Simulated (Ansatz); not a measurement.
# ClFGeHS, SMILES [F][Ge]([SH])[Cl]: a rigid scan of one bond angle

Computed with Ansatz's Python interface.

Notebook, run cell by cell (the value of a cell's last expression is shown):

**Cell 1**
```python
import ansatz
from ase import Atoms

BASIS = "def2-SVP"
XC = "HF"
FORCE_TOL = 0.02
```

**Cell 2**
```python
atoms = Atoms(["F", "Ge", "S", "Cl", "H"], positions=[
    (-1.1095, -0.9803, 1.655),
    (-0.0553, -0.6889, 0.3017),
    (0.7245, 1.3823, 0.3711),
    (-1.0316, -0.9626, -1.5704),
    (1.5218, 1.1758, -0.7988),
])
```

**Cell 3**
```python
first = (
    ansatz.Crystal.molecule_from_ase(atoms).calculation()
    .basis(gaussian=BASIS)
    .functional(XC)
    .spin("collinear", total=1)
    .relax(force_tolerance=FORCE_TOL, max_steps=80)
)
atoms.positions = first.run().report["positions_ang"]

rows = []
for angle in [85, 95, 105, 115, 125, 140, 160]:
    bent = atoms.copy()
    bent.set_angle(1, 2, 4, angle, indices=[4])
    calculation = (
        ansatz.Crystal.molecule_from_ase(bent).calculation()
        .basis(gaussian=BASIS)
        .functional(XC)
        .spin("collinear", total=1)
    )
    rows.append((angle, calculation.run().report["free_energy_ev"]))
floor = min(e for _, e in rows)
for angle, e in rows:
    print(f"angle Ge1-S2-H4 = {angle:3d} deg   {1000 * (e - floor):9.1f} meV")
```
Output:
```text
angle Ge1-S2-H4 =  85 deg        55.4 meV
angle Ge1-S2-H4 =  95 deg         0.0 meV
angle Ge1-S2-H4 = 105 deg        67.4 meV
angle Ge1-S2-H4 = 115 deg       240.5 meV
angle Ge1-S2-H4 = 125 deg       500.1 meV
angle Ge1-S2-H4 = 140 deg       998.9 meV
angle Ge1-S2-H4 = 160 deg      1688.3 meV
```

The scan is rigid, and the energies are electronic, in a modest basis. The zero is the lowest point of the grid, which needn't be the minimum. The run takes the species as open-shell (spin multiplicity 2), which needn't be its ground state. Run time: 44 s on 1 thread of Arm Neoverse V2, with other jobs on the host, peak memory 0.31 GiB.
